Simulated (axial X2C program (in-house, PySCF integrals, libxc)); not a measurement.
# All-electron X2C curves of TiN⁻

Aim: find the lowest determinant of TiN⁻, scan the bond at several levels and fit the constants, once spin-free and once with spin–orbit coupling.

Program: an in-house X2C program for linear molecules on PySCF integrals. Level of theory: all-electron X2C, Ti dyall-acv3z, N dyall-av3z. These are calculated values, not measurements.

### Step 1. Set-up

File task.json:

```json
{"zs": [22, 7], "q": -1, "bas": ["dyall-acv3z", "dyall-av3z"], "levels": ["PBE0", "HF", "TPSSh"], "cc": true, "r0": 1.77, "thr": -1.0, "nmax": 90, "npts": 10, "nst": 2, "ntry": 6}
```

Keys: zs atomic numbers; q charge; bas basis sets; levels methods (HF also brings MP2); cc coupled cluster on or off; r0 starting distance in Å; thr threshold in hartree for freezing inner shells (an s shell follows its p shell); nmax most natural virtual spinors; npts points asked for on the curve; nst determinants followed; ntry starts of the search.

Started as:

```
python so2c.py task.json out
```

Spin-free means the one-electron spin-free X2C Hamiltonian; two-component (2c) means X2C with spin–orbit coupling and atomic mean-field two-electron Coulomb and Gaunt terms. Basis: Ti dyall-acv3z contracted to [11s11p7d4f2g], N dyall-av3z contracted to [7s7p3d2f]; Gaussian nuclei, density fitting. Masses: Ti 47.948 u, N 14.003 u.

Notation: σ, π±, δ± give the projection m of an orbital's angular momentum (0, ±1, ±2), α and β its spin, Λ and M_S the sums; ω is the projection of a spinor's total angular momentum and Ω the sum. Logs are in hartree.

The results follow Hamiltonian by Hamiltonian and level by level.

### Step 2. State search with PBE0

PBE0 moves the distance from 1.770 Å to 1.569 Å and compares determinants there.

Spin-free determinants:

```json
{"ΔE (eV)": "0.00", "state": "M_S = 0, Λ = 0", "open shells": "closed shell"}
{"ΔE (eV)": "0.78", "state": "M_S = 1, Λ = 2", "open shells": "beyond closed shells: σα, δ+α"}
{"ΔE (eV)": "0.90", "state": "M_S = 1, Λ = 1", "open shells": "beyond closed shells: σα, π+α"}
{"ΔE (eV)": "1.01", "state": "M_S = 0, Λ = 2", "open shells": "beyond closed shells: σα, δ+β"}
{"ΔE (eV)": "1.26", "state": "M_S = 0, Λ = 1", "open shells": "beyond closed shells: σα, π+β"}
{"ΔE (eV)": "1.27", "state": "M_S = 1, Λ = 0", "open shells": "beyond closed shells: 2 × σα"}
```

Two-component determinants:

| ΔE (eV) | state | open shells |
| --- | --- | --- |
| 0.00 | Ω = 0 | closed shell |
| 0.77 | Ω = 1 | excess of +ω over −ω: ω = -1/2, ω = 3/2 |
| 0.79 | Ω = 3 | excess of +ω over −ω: ω = 1/2, ω = 5/2 |
| 0.90 | Ω = 2 | excess of +ω over −ω: ω = 1/2, ω = 3/2 |
| 1.02 | Ω = 2 | excess of +ω over −ω: ω = -1/2, ω = 5/2 |
| 1.26 | Ω = 1 | excess of +ω over −ω: 2 × ω = 1/2 |
| 2.79 | Ω = 0 | closed shell |

### Step 3. PBE0, spin-free

State followed: M_S = 0, Λ = 0 (closed shell). The scan is laid around 1.569 Å, a first estimate of the minimum, and this SCF restarts from the orbitals of the search.

The SCF at the reference distance of 1.569 Å:

```text
spin-free X2C-1e  PBE0
basis functions 182  fitting functions 986  grid points 5074
iter        total energy     max residual
   1       -908.333226485     6.73e-05
   2       -908.333226631     6.59e-05
   3       -908.333226696     5.02e-05
   4       -908.333226746     9.45e-06
   5       -908.333226750     7.88e-06
converged
one-electron -1352.83269462  Coulomb 441.65794733  exact exchange -11.97729799  xc functional -37.12081850  nuclear repulsion 51.93963702
```

Along the bond, energies from the lowest point:

| R (Å) | E (eV) | μ (D) | HOMO (eV) | LUMO (eV) | iterations |
| --- | --- | --- | --- | --- | --- |
| 1.365 | 1.4505 | 3.17 | 0.35 | 1.71 | 39 |
| 1.428 | 0.6305 | 2.38 | 0.27 | 1.73 | 39 |
| 1.475 | 0.2597 | 1.82 | 0.21 | 1.74 | 37 |
| 1.522 | 0.0598 | 1.29 | 0.15 | 1.75 | 38 |
| 1.569 | 0.0000 | 0.81 | 0.09 | 1.76 | 5 |
| 1.624 | 0.0735 | 0.28 | 0.02 | 1.77 | 37 |
| 1.679 | 0.2679 | -0.20 | -0.05 | 1.78 | 35 |
| 1.749 | 0.6494 | -0.76 | -0.12 | 1.79 | 34 |
| 1.836 | 1.2506 | -1.38 | -0.20 | 1.80 | 33 |
| 1.961 | 2.2639 | -2.14 | -0.30 | 1.80 | 36 |

Dipoles are positive if N is the positive end and refer to the centre of mass.

Outer orbitals at the reference distance:

| symmetry | occupied | ε (eV) | atomic character |
| --- | --- | --- | --- |
| σα | yes | -13.23 | 61% N s, 16% Ti d, 11% Ti p |
| π+α | yes | -2.75 | 55% N p, 36% Ti d, 4% Ti p |
| π-α | yes | -2.75 | 55% N p, 36% Ti d, 4% Ti p |
| σα | yes | -2.39 | 51% N p, 36% Ti d, 5% Ti p |
| σα | yes | 0.09 | 63% Ti s, 13% Ti p, 12% N p |
| π+α | no | 1.76 | 99% Ti p |
| π-α | no | 1.76 | 99% Ti p |
| σα | no | 1.80 | 93% Ti p, 6% Ti s |
| σα | no | 2.12 | 92% Ti s, 7% Ti p |

PBE0 fields in the half plane through the axis: z from -2.4 to 3.9 Å across, distance from the axis 0.15 to 2.25 Å upwards; Ti lies at z = 0 and N at z = 1.569 Å; the ELF is damped to zero where the density is low.

log10 density (e/bohr³). Ten even steps from ' ' (-4.62 ) to '@' (1.40 ):
```
::::::::--------------::::::::::......      
::::------------------------::::::::....    
::--------------------------------::::....  
::--------======================----::::....
--------========++++++++++++++====----::::..
------======++******++++******++++==--::::..
------====++**######************++==----::..
------====++##%%@@%%##**##%%##**++====--::..
```

ELF. Ten even steps from ' ' (0.00 ) to '@' (0.94 ):
```
**%%@@@@@@@@@@%%##==::....                  
%%@@@@@@@@@@@@##++--::::........            
@@@@@@@@@@%%**==--::::::----::::....        
@@@@@@%%##==::..    ..--++++++==--::..      
@@@@%%**--..    ..  ..==########**==--..    
@@@@##==....::++**==..++%%%%%%%%%%**==::..  
@@%%**::..::##%%%%%%==++%%##%%@@@@%%**--..  
@@%%++::..++@@--%%::##******..@@@@%%**==::  
```

Re = 1.568 Å, ωe = 1139 cm⁻¹, ωexe = 3.73 cm⁻¹, Be = 0.6324 cm⁻¹, De = 5.86 eV, μ = 0.81 D.

### Step 4. HF, spin-free

The SCF at the reference distance of 1.569 Å:

```text
spin-free X2C-1e  HF
basis functions 182  fitting functions 986  grid points 5074
iter        total energy     max residual
   1       -907.144302212     1.90e-01
   2       -907.160865387     2.77e-02
   3       -907.168070945     5.96e-02
   4       -907.170978894     3.41e-03
   5       -907.171350085     3.78e-03
   6       -907.171524570     1.66e-03
   7       -907.171634301     7.72e-04
   8       -907.171665968     3.87e-04
   9       -907.171678151     1.14e-04
  10       -907.171679040     3.78e-05
  11       -907.171679145     1.44e-05
  12       -907.171679163     6.73e-06
  13       -907.171679165     1.50e-06
converged
one-electron -1350.95146030  Coulomb 439.75763791  exact exchange -47.91749379  xc functional 0.00000000  nuclear repulsion 51.93963702
```

No constants are quoted: the solution changes its character somewhere along the scan, so the fit is set aside.

### Step 5. TPSSh, spin-free

Output at 1.569 Å:

```text
spin-free X2C-1e  TPSSh
basis functions 182  fitting functions 986  grid points 5074
iter        total energy     max residual
   1       -908.615071701     3.81e-02
   2       -908.615711580     5.31e-03
   3       -908.615922286     1.09e-02
   4       -908.616051542     1.50e-03
   5       -908.616096497     2.56e-03
   6       -908.616110366     3.70e-04
   7       -908.616111515     1.58e-04
   8       -908.616111661     5.98e-05
   9       -908.616111686     1.11e-05
  10       -908.616111693     9.15e-06
converged
one-electron -1352.92121497  Coulomb 441.75886097  exact exchange -4.79153731  xc functional -44.60185739  nuclear repulsion 51.93963702
```

Re = 1.587 Å, ωe = 1098 cm⁻¹, ωexe = 3.82 cm⁻¹, Be = 0.6174 cm⁻¹, De = 6.03 eV, μ = 0.89 D.

### Step 6. Correlated methods, spin-free

Correlated methods: 10 electrons correlated (frozen shells, counted by type: Ti 3 s, 2 p; N 1 s), 298 virtual spinors in MP2, 90 natural virtuals in coupled cluster.

Output of the correlated part at 1.569 Å:

```text
correlated 10  virtual 298  natural virtual 90  E(MP2) -0.417155736  MP2 remainder -0.020680928
iter   CCSD correlation   residual
   1     -0.314594431   3.85e-01
   2     -0.354268973   2.53e-01
   3     -0.358714401   6.26e-02
   4     -0.359589501   2.98e-02
   5     -0.360392682   1.04e-02
   6     -0.360276577   3.48e-03
   7     -0.360224223   1.43e-03
   8     -0.360262160   5.56e-04
   9     -0.360267087   2.16e-04
  10     -0.360264805   8.85e-05
  11     -0.360267745   3.91e-05
  12     -0.360267301   1.49e-05
  13     -0.360267357   5.95e-06
  14     -0.360267345   2.27e-06
(T) -0.033370487  T1 0.0600  D1 0.0868  max T2 0.174
```

T1 in the output is the amplitude norm over the root of the electron number; divide by √2 for the Lee–Taylor value.

MP2: No constants are quoted: the reference changes its character somewhere along the scan, so the fit is set aside.

CCSD: No constants are quoted: the reference changes its character somewhere along the scan, so the fit is set aside.

CCSD(T): No constants are quoted: the reference changes its character somewhere along the scan, so the fit is set aside.

### Step 7. A higher determinant, spin-free

State: M_S = 1, Λ = 2 (beyond closed shells: σα, δ+α).

Output at the reference distance:

```text
spin-free X2C-1e  PBE0
basis functions 182  fitting functions 986  grid points 5074
iter        total energy     max residual
   1       -908.304577068     3.58e-05
   2       -908.304577072     7.21e-05
   3       -908.304577099     4.26e-05
   4       -908.304577123     2.16e-05
   5       -908.304577129     9.27e-06
converged
one-electron -1355.36712277  Coulomb 444.37437238  exact exchange -12.01897528  xc functional -37.23248848  nuclear repulsion 51.93963702
```

| R (Å) | E above the lowest PBE0 point (eV) |
| --- | --- |
| 1.365 | 2.609 |
| 1.428 | 1.694 |
| 1.475 | 1.236 |
| 1.522 | 0.941 |
| 1.569 | 0.780 |
| 1.624 | 0.730 |
| 1.679 | 0.799 |
| 1.749 | 1.019 |
| 1.836 | 1.420 |

Re = 1.617 Å, ωe = 1008 cm⁻¹, ωexe = 4.11 cm⁻¹, Be = 0.5948 cm⁻¹, μ = -2.41 D. Te = 0.73 eV.

### Step 8. The spin-free curves together

Energy (eV) of the followed determinant, spin-free, from each level's lowest point:

| R (Å) | PBE0 | HF (jumps) | MP2 (its reference jumps) | CCSD (its reference jumps) | CCSD(T) (its reference jumps) | TPSSh |
| --- | --- | --- | --- | --- | --- | --- |
| 1.365 | 1.450 | 1.017 | 2.592 | n/a | n/a | 1.655 |
| 1.428 | 0.630 | 0.354 | 1.484 | 0.804 | 1.090 | 0.770 |
| 1.475 | 0.260 | 0.094 | 0.896 | 0.368 | 0.586 | 0.351 |
| 1.522 | 0.060 | 0.000 | 0.482 | 0.110 | 0.257 | 0.105 |
| 1.569 | 0.000 | 0.043 | 0.211 | 0.000 | 0.070 | 0.000 |
| 1.624 | 0.073 | 0.234 | 0.042 | 0.023 | 0.000 | 0.022 |
| 1.679 | 0.268 | 0.545 | 0.000 | 0.176 | 0.054 | 0.167 |
| 1.749 | 0.649 | 1.079 | 0.099 | 0.513 | 0.261 | 0.488 |
| 1.836 | 1.251 | 1.860 | 0.980 | n/a | n/a | 1.019 |
| 1.961 | 2.264 | 2.849 | 4.213 | n/a | n/a | 1.937 |

### Step 9. PBE0, 2c

State followed: Ω = 0 (closed shell). The scan is laid around 1.569 Å, a first estimate of the minimum, and this SCF restarts from the orbitals of the search.

Output at 1.569 Å:

```text
two-component X2C + atomic mean field  PBE0
basis functions 182  fitting functions 986  grid points 5074
iter        total energy     max residual
   1       -908.142806857     4.14e-05
   2       -908.142806868     2.92e-05
   3       -908.142806873     1.90e-05
converged
one-electron -1352.35330427  Coulomb 441.55152163  exact exchange -11.97427214  xc functional -37.11156974  nuclear repulsion 51.93963702  atomic mean-field constant -0.19481937
```

Along the bond, energies from the lowest point:

| R (Å) | E (eV) | μ (D) | HOMO (eV) | LUMO (eV) | iterations |
| --- | --- | --- | --- | --- | --- |
| 1.365 | 1.4479 | 3.18 | 0.35 | 1.71 | 41 |
| 1.428 | 0.6290 | 2.38 | 0.27 | 1.73 | 38 |
| 1.475 | 0.2589 | 1.82 | 0.21 | 1.74 | 39 |
| 1.522 | 0.0595 | 1.30 | 0.15 | 1.75 | 38 |
| 1.569 | 0.0000 | 0.81 | 0.09 | 1.76 | 3 |
| 1.624 | 0.0738 | 0.29 | 0.02 | 1.77 | 37 |
| 1.679 | 0.2684 | -0.19 | -0.04 | 1.78 | 37 |
| 1.749 | 0.6501 | -0.76 | -0.12 | 1.79 | 36 |
| 1.836 | 1.2515 | -1.37 | -0.20 | 1.80 | 35 |
| 1.961 | 2.2648 | -2.14 | -0.30 | 1.80 | 35 |

Dipoles are positive if N is the positive end and refer to the centre of mass.

Outer spinors at the reference distance:

| ω | occupied | ε (eV) | atomic character | λ mixture |
| --- | --- | --- | --- | --- |
| 1/2 | yes | -13.23 | 61% N s, 16% Ti d, 11% Ti p | 100% σ |
| 1/2 | yes | -2.76 | 55% N p, 36% Ti d, 4% Ti p | 100% π |
| 3/2 | yes | -2.74 | 55% N p, 36% Ti d, 4% Ti p | 100% π |
| 1/2 | yes | -2.39 | 51% N p, 36% Ti d, 5% Ti p | 100% σ |
| 1/2 | yes | 0.09 | 63% Ti s, 13% Ti p, 12% N p | 100% σ |
| 1/2 | no | 1.76 | 99% Ti p | 100% π |
| 3/2 | no | 1.76 | 99% Ti p | 100% π |
| 1/2 | no | 1.80 | 93% Ti p, 6% Ti s | 100% σ |
| 1/2 | no | 2.15 | 91% Ti s, 7% Ti p | 100% σ |

PBE0 fields in the half plane through the axis: z from -2.4 to 3.9 Å across, distance from the axis 0.15 to 2.25 Å upwards; Ti lies at z = 0 and N at z = 1.569 Å; the ELF is damped to zero where the density is low.

log10 density (e/bohr³). Ten even steps from ' ' (-4.62 ) to '@' (1.40 ):
```
::::::::--------------::::::::::......      
::::------------------------::::::::....    
::--------------------------------::::....  
::--------======================----::::....
--------========++++++++++++++====----::::..
------======++******++++******++++==--::::..
------====++**######************++==----::..
------====++##%%@@%%##**##%%##**++====--::..
```

ELF. Ten even steps from ' ' (0.00 ) to '@' (0.94 ):
```
**%%@@@@@@@@@@%%##==::....                  
%%@@@@@@@@@@@@##++--::::........            
@@@@@@@@@@%%**==--::::::----::::....        
@@@@@@%%##==::..    ..--++++++==--::..      
@@@@%%**--..    ..  ..==########**==--..    
@@@@##==....::++**==..++%%%%%%%%%%**==::..  
@@%%**::..::##%%%%%%==++%%##%%@@@@%%**--..  
@@%%++::..++@@--%%::##******..@@@@%%**==::  
```

Re = 1.568 Å, ωe = 1139 cm⁻¹, ωexe = 3.73 cm⁻¹, Be = 0.6325 cm⁻¹, De = 5.84 eV, μ = 0.82 D.

### Step 10. HF, 2c

The SCF at the reference distance of 1.569 Å:

```text
two-component X2C + atomic mean field  HF
basis functions 182  fitting functions 986  grid points 5074
iter        total energy     max residual
   1       -906.954053560     1.90e-01
   2       -906.970612289     2.78e-02
   3       -906.977817800     5.95e-02
   4       -906.980720694     3.39e-03
   5       -906.981092367     3.78e-03
   6       -906.981268188     1.64e-03
   7       -906.981378949     7.73e-04
   8       -906.981410737     3.97e-04
   9       -906.981422882     1.14e-04
  10       -906.981423766     3.63e-05
  11       -906.981423871     1.42e-05
  12       -906.981423889     6.98e-06
  13       -906.981423891     1.55e-06
converged
one-electron -1350.47267688  Coulomb 439.65186432  exact exchange -47.90542898  xc functional 0.00000000  nuclear repulsion 51.93963702  atomic mean-field constant -0.19481937
```

No constants are quoted: the solution changes its character somewhere along the scan, so the fit is set aside.

### Step 11. TPSSh, 2c

Output at 1.569 Å:

```text
two-component X2C + atomic mean field  TPSSh
basis functions 182  fitting functions 986  grid points 5074
iter        total energy     max residual
   1       -908.424600309     3.81e-02
   2       -908.425233520     5.27e-03
   3       -908.425449119     1.09e-02
   4       -908.425578957     1.50e-03
   5       -908.425624734     2.57e-03
   6       -908.425638611     3.75e-04
   7       -908.425639777     1.58e-04
   8       -908.425639923     6.10e-05
   9       -908.425639948     1.12e-05
  10       -908.425639955     9.12e-06
converged
one-electron -1352.44200743  Coulomb 441.65262091  exact exchange -4.79032720  xc functional -44.59074387  nuclear repulsion 51.93963702  atomic mean-field constant -0.19481937
```

Re = 1.587 Å, ωe = 1098 cm⁻¹, ωexe = 3.81 cm⁻¹, Be = 0.6175 cm⁻¹, De = 6.03 eV, μ = 0.90 D.

### Step 12. MP2 and beyond, 2c

Correlated methods: 10 electrons correlated (frozen shells, counted by type: Ti 3 s, 2 p; N 1 s), 298 virtual spinors in MP2, 90 natural virtuals in coupled cluster.

Output of the correlated part at 1.569 Å:

```text
correlated 10  virtual 298  natural virtual 90  E(MP2) -0.417123370  MP2 remainder -0.020675331
iter   CCSD correlation   residual
   1     -0.314593932   3.85e-01
   2     -0.354257674   2.53e-01
   3     -0.358704819   6.26e-02
   4     -0.359581489   2.98e-02
   5     -0.360384798   1.04e-02
   6     -0.360268947   3.48e-03
   7     -0.360216775   1.43e-03
   8     -0.360254750   5.56e-04
   9     -0.360259662   2.17e-04
  10     -0.360257398   8.87e-05
  11     -0.360260337   3.93e-05
  12     -0.360259884   1.53e-05
  13     -0.360259946   6.43e-06
  14     -0.360259932   2.76e-06
(T) -0.033359962  T1 0.0600  D1 0.0870  max T2 0.174
```

MP2: No constants are quoted: the reference changes its character somewhere along the scan, so the fit is set aside.

CCSD: No constants are quoted: the reference changes its character somewhere along the scan, so the fit is set aside.

CCSD(T): No constants are quoted: the reference changes its character somewhere along the scan, so the fit is set aside.

### Step 13. A higher determinant, 2c

State: Ω = 1 (excess of +ω over −ω: ω = -1/2, ω = 3/2).

Output at the reference distance:

```text
two-component X2C + atomic mean field  PBE0
basis functions 182  fitting functions 986  grid points 5074
iter        total energy     max residual
   1       -908.114687318     3.28e-05
   2       -908.114687340     2.16e-05
   3       -908.114687349     8.26e-05
   4       -908.114687359     4.75e-05
   5       -908.114687378     2.76e-05
   6       -908.114687383     9.99e-06
converged
one-electron -1354.89787289  Coulomb 444.27818519  exact exchange -12.01612448  xc functional -37.22369285  nuclear repulsion 51.93963702  atomic mean-field constant -0.19481937
```

| R (Å) | E above the lowest PBE0 point (eV) |
| --- | --- |
| 1.365 | 2.286 |
| 1.428 | 1.487 |
| 1.475 | 1.108 |
| 1.522 | 0.927 |
| 1.569 | 0.765 |
| 1.624 | 0.716 |
| 1.679 | 0.785 |
| 1.749 | 1.004 |
| 1.836 | 1.406 |

No constants are quoted: the points don't follow one smooth fit.

### Step 14. The 2c curves together

Energy (eV) of the followed determinant, 2c, from each level's lowest point:

| R (Å) | PBE0 | HF (jumps) | MP2 (its reference jumps) | CCSD (its reference jumps) | CCSD(T) (its reference jumps) | TPSSh |
| --- | --- | --- | --- | --- | --- | --- |
| 1.365 | 1.448 | 1.014 | 2.589 | n/a | n/a | 1.652 |
| 1.428 | 0.629 | 0.353 | 1.482 | 0.802 | 1.088 | 0.768 |
| 1.475 | 0.259 | 0.094 | 0.895 | 0.367 | 0.585 | 0.351 |
| 1.522 | 0.059 | 0.000 | 0.481 | 0.110 | 0.256 | 0.105 |
| 1.569 | 0.000 | 0.043 | 0.210 | 0.000 | 0.070 | 0.000 |
| 1.624 | 0.074 | 0.235 | 0.041 | 0.024 | 0.000 | 0.023 |
| 1.679 | 0.268 | 0.547 | 0.000 | 0.178 | 0.056 | 0.168 |
| 1.749 | 0.650 | 1.081 | 0.124 | 0.514 | 0.266 | 0.489 |
| 1.836 | 1.251 | 1.465 | 3.965 | n/a | n/a | 1.019 |
| 1.961 | 2.265 | 1.747 | 5.646 | n/a | n/a | 1.937 |

The whole job took 4 min on 1 thread of Arm Neoverse V1, shared host; peak memory 0.64 GiB.

### Step 15. Constants

Lowest determinant that the search found at its distance, spin-free: M_S = 0, Λ = 0 (closed shell).

Lowest determinant that the search found at its distance, 2c: Ω = 0 (closed shell).

```tsv
Hamiltonian	level	Re (Å)	ωe (cm⁻¹)	De (eV)
spin-free	PBE0	1.568	1139	5.86
spin-free	TPSSh	1.587	1098	6.03
2c	PBE0	1.568	1139	5.84
2c	TPSSh	1.587	1098	6.03
```

No constants: spin-free HF (the solution changes its character somewhere along the scan, so the fit is set aside); spin-free MP2 (the reference changes its character somewhere along the scan, so the fit is set aside); spin-free CCSD (the reference changes its character somewhere along the scan, so the fit is set aside); spin-free CCSD(T) (the reference changes its character somewhere along the scan, so the fit is set aside); 2c HF (the solution changes its character somewhere along the scan, so the fit is set aside); 2c MP2 (the reference changes its character somewhere along the scan, so the fit is set aside); 2c CCSD (the reference changes its character somewhere along the scan, so the fit is set aside); 2c CCSD(T) (the reference changes its character somewhere along the scan, so the fit is set aside).

Time per point (s) on 1 thread of Arm Neoverse V1, shared host (2c runs); the times are rough: PBE0 1.2, TPSSh 2.1.

In words: At PBE0, going from spin-free to two-component changes Re by 0 mÅ, ωe by 0.0 %, which is small (part of it comes from the scalar share of the two-electron terms). De moves by -0.01 eV; both De rest on single-determinant atoms, which can miss part of an open shell's spin–orbit lowering. The highest occupied level is positive at the mean-field levels quoted, but negative in the Hartree–Fock runs, so self-interaction plays a part.

De refers to Ti- + N, each in the lowest determinant found, which need not be this curve's own limit. Each curve is one determinant whose occupation by symmetry is held fixed; it was picked as the lowest of a PBE0 search that is not exhaustive. The closed shell is kept restricted; where the fragments are open shells, the energy then runs too high at long range. Dissociation energies refer to the lowest single-determinant-based atoms at the same level and basis. The meta-GGAs lack a current-density term, which matters for open shells with orbital currents, atoms included.
